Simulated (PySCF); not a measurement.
**[BiCl4]−: other functionals and bases at one geometry**

The task here is to estimate one member of a computed series from the others.

Program: PySCF 2.14.0. Level of theory: several levels, as the steps say, no spin–orbit coupling. These are calculated values, not measurements.

3 further runs of the same task are left out: 2 for a known fault of the program, 1 that didn't finish.

**The system as given**

5 atoms, charge -1, spin multiplicity 1.

Bond lengths: Bi1–Cl2 2.634 Å, Bi1–Cl3 2.634 Å, Bi1–Cl4 2.634 Å, Bi1–Cl5 2.634 Å. Angles: Cl2–Bi1–Cl3 109.5°, Cl2–Bi1–Cl4 109.5°, Cl2–Bi1–Cl5 109.5°, Cl3–Bi1–Cl4 109.5°, Cl3–Bi1–Cl5 109.5°, Cl4–Bi1–Cl5 109.5°.

As a file:

```xyz
5

Bi    0.0000    0.0000    0.0000
Cl    1.5209    1.5209    1.5209
Cl   -1.5209   -1.5209    1.5209
Cl    1.5209   -1.5209   -1.5209
Cl   -1.5209    1.5209   -1.5209
```

Formal oxidation states: Bi +3. An earlier session relaxed this geometry at BP86, Bi def2-SVP with ECP60, Cl def2-SVP (singlet, point group Td).

At BP86 on the finer grid: E = -2055.450071 Eh, HOMO -2.13 eV, LUMO 1.68 eV, Mulliken charge on Bi1 +0.81 e, largest force component 0.006 eV/Å. 

Levels to run: TPSS; M06-L; BLYP; PBE; BP86, TZVP; BP86, x2c-SVP. Hardware: 2 threads of Arm Neoverse V2, shared host.

The first run:

The input, run.py (the lines that set the calculation):

```python
mol = gto.M(atom='''
Bi     0.00000     0.00000     0.00000
Cl     1.52089     1.52089     1.52089
Cl    -1.52089    -1.52089     1.52089
Cl     1.52089    -1.52089    -1.52089
Cl    -1.52089     1.52089    -1.52089''',
    basis={'Bi': 'def2-SVP', 'Cl': 'def2-SVP'},
    ecp={'Bi': 'def2-SVP'},
    charge=-1, spin=0)
mf = dft.RKS(mol, xc='TPSS')
mf.grids.atom_grid = (75, 302)
mf = mf.density_fit()  # fitting sets: Bi def2-universal-JKFIT, Cl def2-universal-JKFIT
mf.conv_tol = 1e-08; mf.max_cycle = 55
mf.kernel(dm0)  # dm0: the density of the relaxed state
```

Started as:

```sh
$ OMP_NUM_THREADS=2 python run.py
```

Among the steps run: TPSS; M06-L; BLYP; PBE; BP86, TZVP; BP86, x2c-SVP.

One of the session's tables, all rows but one given; the rest of the session is left out.

| level | HOMO (eV) | gap (eV) | charge on Bi1 (e) | largest force component (eV/Å) |
| --- | --- | --- | --- | --- |
| BP86 (relaxed here) | -2.13 | 3.81 | 0.81 | 0.01 |
| TPSS | -2.18 | 3.96 | 0.90 | 0.03 |
| M06-L | -2.42 | 4.26 | 1.12 | 0.00 |
| BLYP | ? | ? | ? | ? |
| PBE | -2.02 | 3.82 | 0.81 | 0.03 |
| BP86, TZVP | -2.73 | 3.83 | 1.03 | 0.08 |
| BP86, x2c-SVP | -2.11 | 3.78 | 0.81 | 0.04 |

**Question.** Estimate the row for BLYP.

The run gave: HOMO (eV): -1.74; gap (eV): 3.78; charge on Bi1 (e): 0.80; largest force component (eV/Å): 0.12. In the column «HOMO (eV)» it is the highest.

In one basis the gap runs from 3.78 eV (BLYP) to 4.26 eV (M06-L). The largest leftover force, 0.12 eV/Å with BLYP, stands at a geometry relaxed at another level. Total energies of different levels can't be compared.
